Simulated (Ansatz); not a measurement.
# C2H6AlBrO, SMILES C[O][Al]([CH3])[Br]: a single point in a Gaussian basis

With the Python package of Ansatz (0.2.0).

Notebook, run cell by cell (the value of a cell's last expression is shown):

**Cell 1**
```python
import ansatz as az

GEOMETRY = '''
C    -0.60660    0.16720    1.88910
O     0.60660    0.46160    1.32340
Al    0.42280    0.66120   -0.52700
C     0.66600   -0.92460   -1.69920
Br    0.04250    2.79280   -1.46590
H    -0.54320    0.11380    2.97370
H    -1.05800   -0.73490    1.48960
H    -1.31160    1.08040    1.69340
H     1.59280   -1.38790   -1.52650
H     0.46250   -0.62280   -2.72870
H    -0.20860   -1.66380   -1.40130
'''
```

**Cell 2**
```python
system = az.Crystal.molecule()
for line in GEOMETRY.strip().splitlines():
    symbol, *xyz = line.split()
    system = system.atom(symbol, [float(v) for v in xyz])

base = (
    system.calculation()
    .basis(gaussian='def2-SVPD')  # atom-centred Gaussian functions
    .functional('pbe0')
    .accuracy('high')  # preset for grids and thresholds
)
res = base.run(threads=1, pin='off')
summary = res.report

summary['positions_ang']
```
Output:
```text
[[-0.6066, 0.1672, 1.8891], [0.6066, 0.4616, 1.3234], [0.4228, 0.6612, -0.527],
 [0.666, -0.9246, -1.6992], [0.0425, 2.7928, -1.4659], [-0.5432, 0.1138, 2.9737],
 [-1.058, -0.7349, 1.4896], [-1.3116, 1.0804, 1.6934], [1.5928, -1.3879, -1.5265],
 [0.4625, -0.6228, -2.7287], [-0.2086, -1.6638, -1.4013]]
```

**Cell 3**
```python
summary['mean_field']['state']['spin_squared']
```
Output:
```text
-4.334310688136611e-13
```

**Cell 4**
```python
print('reference energy %16.6f eV' % summary['reference_energy_ev'])
print('total energy     %16.6f eV' % summary['free_energy_ev'])
print('occupied orbitals outside the frozen core (up, down):', summary['n_occupied'], ' frozen:', summary['n_frozen'], ' virtual:', summary['n_virtual'])
```
Output:
```text
reference energy    -80835.241238 eV
total energy        -80835.241238 eV
occupied orbitals outside the frozen core (up, down): [37, 37]  frozen: 0  virtual: [139, 139]
```

What to keep in mind:
- These settings explore the input space; basis and method may be short of convergence.
- The geometry is a force-field or estimated start, not a minimum of this method, and the basis set is short of its limit.
- The whole script took 46 s on 1 thread of Arm Neoverse V1 (shared host), peak memory 1 GiB.
